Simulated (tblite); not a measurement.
# BICl2 (SMILES ClB(Cl)I) at GFN1-xTB

Aim: the electronic atomisation energy of BICl2 at GFN1-xTB, from 4 runs. 

The results are computed with tblite 0.8.0.

14 further runs of the same task are left out: 14 set aside as unsound or not needed.

## 1. Starting point

The species is BICl2 (4 atoms), meant as a singlet with charge 0. As SMILES, `ClB(Cl)I`. Geometry: relaxed at GFN2-xTB.

Bond lengths: B1–Cl2 1.714 Å, B1–Cl3 1.714 Å, B1–I4 2.119 Å. Angles: Cl2–B1–Cl3 120.1°, Cl2–B1–I4 120.0°, Cl3–B1–I4 119.9°.

## 2. Energy and forces at GFN1-xTB

Contents of job.py:

```python
"""GFN1-xTB energy and gradient"""
import json
import numpy as np
from tblite.interface import Calculator
from tblite.interface import symbols_to_numbers

geometry = """
B      0.052550     0.087040     0.008930
Cl     1.765740     0.061320     0.034550
Cl    -0.784250     1.582410     0.006850
I     -1.034040    -1.730780    -0.050340
"""
lines = [l.split() for l in geometry.strip().splitlines()]
symbols = [l[0] for l in lines]
numbers = np.array(symbols_to_numbers(symbols))
positions = np.array([l[1:4] for l in lines], float) / 0.52917721

calc = Calculator("GFN1-xTB", numbers, positions, charge=0, uhf=0)
calc.set("accuracy", 0.1)
calc.add("spin-polarization", 1.0)
sp = calc.singlepoint()

print(f"total energy: {sp.get('energy') * 27.211386:.8f} eV")
eps = np.atleast_2d(sp.get("orbital-energies")) * 27.211386
occ = np.atleast_2d(sp.get("orbital-occupations"))
filled = occ.sum(axis=0) if eps.shape[0] == 1 else occ[0]
homo = np.nonzero(filled > 0.5)[0].max()
print("  MO   occupation   energy/eV")
for i in range(max(0, homo - 4), min(eps.shape[1], homo + 5)):
    print(f"{i + 1:4d} {filled[i]:10.4f} {eps[0, i]:12.4f}")
mu = sp.get("dipole") * 2.541746
print(f"dipole: {np.linalg.norm(mu):.4f} D, components " + " ".join(f"{c:.4f}" for c in mu))
q = sp.get("charges")
g = sp.get("gradient")
print("atom     charge      dE/dx        dE/dy        dE/dz   (Eh/bohr)")
for i, s in enumerate(symbols):
    print(f"{s:<2}{i + 1:<3} {q[i]:9.4f} {g[i, 0]:12.7f} {g[i, 1]:12.7f} {g[i, 2]:12.7f}")
print(f"gradient norm {np.linalg.norm(g):.6f} Eh/bohr")
out = {k: np.asarray(sp.get(k)).tolist() for k in ("energy", "gradient", "charges", "dipole", "orbital-energies", "orbital-occupations")}
out.update(symbols=symbols, positions=(positions * 0.529177210903).tolist())
json.dump(out, open("results.json", "w"))
```

Run with:

```
$ python job.py
```

The program printed:

```text
------------------------------------------------------------
  cycle        total energy    energy error   density error
------------------------------------------------------------
      1     -13.91010890541  -1.3959244E+01   2.9141982E-01
      2     -13.95226383761  -4.2154932E-02   1.7272442E-01
      3     -13.95310327596  -8.3943835E-04   7.5077490E-02
      4     -13.95378592337  -6.8264741E-04   1.6353782E-02
      5     -13.95408522128  -2.9929790E-04   6.2016515E-03
      6     -13.95416154393  -7.6322651E-05   1.0993389E-03
      7     -13.95416389903  -2.3550970E-06   8.6532799E-05
      8     -13.95416390964  -1.0612242E-08   1.3301496E-05
      9     -13.95416391001  -3.6711256E-10   1.7041930E-06
------------------------------------------------------------

 total:                                   0.005 sec
total energy: -379.71214046 eV
  MO   occupation   energy/eV
   8     1.0000     -13.1161
   9     1.0000     -12.8407
  10     1.0000     -12.4212
  11     1.0000     -11.9187
  12     1.0000     -11.6509
  13     0.0000      -7.2922
  14     0.0000      -5.7948
  15     0.0000      -3.6661
  16     0.0000      -3.1200
dipole: 0.9760 D, components -0.4987 -0.8389 -0.0035
atom     charge      dE/dx        dE/dy        dE/dz   (Eh/bohr)
B 1      0.3654    0.0041152    0.0068762    0.0007936
Cl2     -0.1603   -0.0209004   -0.0021868   -0.0006605
Cl3     -0.1605    0.0079778   -0.0195844   -0.0003492
I 4     -0.0446    0.0088074    0.0148950    0.0002161
gradient norm 0.035407 Eh/bohr
```

Wall time 0.18 s (1 thread of Intel Xeon at 2.70GHz, shared host).

## 3. The B atom: the energy at GFN1-xTB

Contents of calc.py:

```python
# GFN1-xTB single point with ASE
import json
import numpy as np
from ase import Atoms
from ase.units import Bohr
from tblite.ase import TBLite
from ase.units import kJ, mol as mol_
from ase.units import Debye

system = Atoms(["B"], positions=Bohr * np.array([
    [0.000000, 0.000000, 0.000000],
]))
start = system.get_positions()

system.calc = TBLite(
    method="GFN1-xTB",
    charge=0,
    multiplicity=2,
    accuracy=0.1,
    spin_polarization=1.0,
)
print(f"Energy: {system.get_potential_energy() / (kJ / mol_):.6f} kJ/mol")
print(f"Dipole: {np.linalg.norm(system.get_dipole_moment()) / Debye:.4f} D")
for a, q in zip(system, system.get_charges()):
    print(f"{a.symbol}{a.index + 1} {q:+.4f}")
json.dump(dict(energy=system.get_potential_energy(), forces=system.get_forces().tolist(), dipole=system.get_dipole_moment().tolist(), charges=system.get_charges().tolist(),
               symbols=system.get_chemical_symbols(), start=start.tolist(), final=system.positions.tolist()), open("results.json", "w"))
```

Run the same way, it converges to -1.20966 Eh (log not shown).

## 4. The Cl atom: a single-point energy at GFN1-xTB

Contents of molecule.xyz:

```xyz
1

Cl     0.000000     0.000000     0.000000
```

Contents of job.py:

```python
import json
import numpy as np
from tblite.interface import Calculator
from tblite.interface import symbols_to_numbers

symbols = list(map(str, np.loadtxt("molecule.xyz", skiprows=2, usecols=0, dtype=str, ndmin=1)))
numbers = np.array(symbols_to_numbers(symbols))
positions = np.loadtxt("molecule.xyz", skiprows=2, usecols=(1, 2, 3), ndmin=2) / 0.529177210903

xtb = Calculator("GFN1-xTB", numbers, positions, charge=0, uhf=1)
xtb.set("verbosity", 0)
xtb.set("accuracy", 0.1)
xtb.add("spin-polarization", 1.0)
wfn = xtb.singlepoint()

print(f"Energy: {wfn.get('energy') * 2625.4996:.8f} kJ/mol")
eps = np.atleast_2d(wfn.get("orbital-energies")) * 27.211386
occ = np.atleast_2d(wfn.get("orbital-occupations"))
filled = occ.sum(axis=0) if eps.shape[0] == 1 else occ[0]
homo = np.nonzero(filled > 0.5)[0].max()
print(f"HOMO {eps[0, homo]:.4f} eV")
if homo + 1 < eps.shape[1]:
    print(f"LUMO {eps[0, homo + 1]:.4f} eV, gap {eps[0, homo + 1] - eps[0, homo]:.4f} eV")
mu = wfn.get("dipole") * 2.541746
print(f"Dipole moment: {np.linalg.norm(mu):.4f} D, components " + " ".join(f"{c:.4f}" for c in mu))
q = wfn.get("charges")
print("Charges:", " ".join(f"{s}{i + 1}={c:+.4f}" for i, (s, c) in enumerate(zip(symbols, q))))
out = {k: np.asarray(wfn.get(k)).tolist() for k in ("energy", "gradient", "charges", "dipole", "orbital-energies", "orbital-occupations")}
out.update(symbols=symbols, positions=(positions * 0.529177210903).tolist())
json.dump(out, open("results.json", "w"))
```

Run the same way, it converges to -4.17438 Eh (log not shown).

## 5. The I atom: the energy at GFN1-xTB

Contents of calc.py:

```python
import json
import numpy as np
from tblite.interface import Calculator

symbols = ["I"]
numbers = np.array([53])
positions = np.array([
    [0.000000, 0.000000, 0.000000],
]) / 0.52917721  # angstrom to bohr

calculator = Calculator("GFN1-xTB", numbers, positions, charge=0, uhf=1)
calculator.set("verbosity", 0)
calculator.set("accuracy", 0.1)
calculator.add("spin-polarization", 1.0)
res = calculator.singlepoint()

print(f"E(total): {res.get('energy') * 27.211386:.8f} eV")
eps = np.atleast_2d(res.get("orbital-energies")) * 27.211386
occ = np.atleast_2d(res.get("orbital-occupations"))
filled = occ.sum(axis=0) if eps.shape[0] == 1 else occ[0]
homo = np.nonzero(filled > 0.5)[0].max()
print(f"HOMO {eps[0, homo]:.4f} eV")
if homo + 1 < eps.shape[1]:
    print(f"LUMO {eps[0, homo + 1]:.4f} eV, gap {eps[0, homo + 1] - eps[0, homo]:.4f} eV")
mu = res.get("dipole") * 2.541746
print(f"|mu|: {np.linalg.norm(mu):.4f} D, components " + " ".join(f"{c:.4f}" for c in mu))
q = res.get("charges")
print("Charges:", " ".join(f"{s}{i + 1}={c:+.4f}" for i, (s, c) in enumerate(zip(symbols, q))))
out = {k: np.asarray(res.get(k)).tolist() for k in ("energy", "gradient", "charges", "dipole", "orbital-energies", "orbital-occupations")}
out.update(symbols=symbols, positions=(positions * 0.529177210903).tolist())
json.dump(out, open("results.json", "w"))
```

Run with:

```
$ python calc.py
```

The program printed:

```text
E(total): -105.89296646 eV
HOMO -11.9167 eV
LUMO -2.2529 eV, gap 9.6638 eV
|mu|: 0.0000 D, components 0.0000 0.0000 0.0000
Charges: I1=+0.0000
```

It took 0.2 s on 1 thread of Intel Xeon at 2.70GHz, shared host.

## 6. Results

Level: GFN1-xTB.

| quantity | value |
| --- | --- |
| molecule: total energy | -13.95416 Eh |
| molecule: dipole moment | 0.98 D |
| molecule: HOMO energy | -11.65 eV |
| molecule: LUMO energy | -7.29 eV |
| molecule: HOMO–LUMO gap | 4.36 eV |
| molecule: largest force on an atom | 1.088 eV/Å |
| B atom: total energy | -1.20966 Eh |
| B atom: dipole moment | 0.00 D |
| B atom: largest force on an atom | 0.000 eV/Å |
| Cl atom: total energy | -4.17438 Eh |
| Cl atom: dipole moment | 0.00 D |
| Cl atom: HOMO energy (as the program lists it) | -13.32 eV |
| Cl atom: LUMO energy (as the program lists it) | -1.53 eV |
| Cl atom: largest force on an atom | 0.000 eV/Å |
| I atom: total energy | -3.89149 Eh |
| I atom: dipole moment | 0.00 D |
| I atom: HOMO energy (as the program lists it) | -11.92 eV |
| I atom: LUMO energy (as the program lists it) | -2.25 eV |
| I atom: largest force on an atom | 0.000 eV/Å |
| electronic atomisation energy | 13.721 eV |

What this shows: Taking the molecule apart into free atoms costs 13.72 eV (1324 kJ/mol), before zero-point energy and without spin-orbit coupling. The largest force (molecule) is 1.09 eV/Å: the shape isn't a stationary point for this species at this level. Tight-binding and semi-empirical models aren't fitted to free atoms, so this value can be far from the true one.
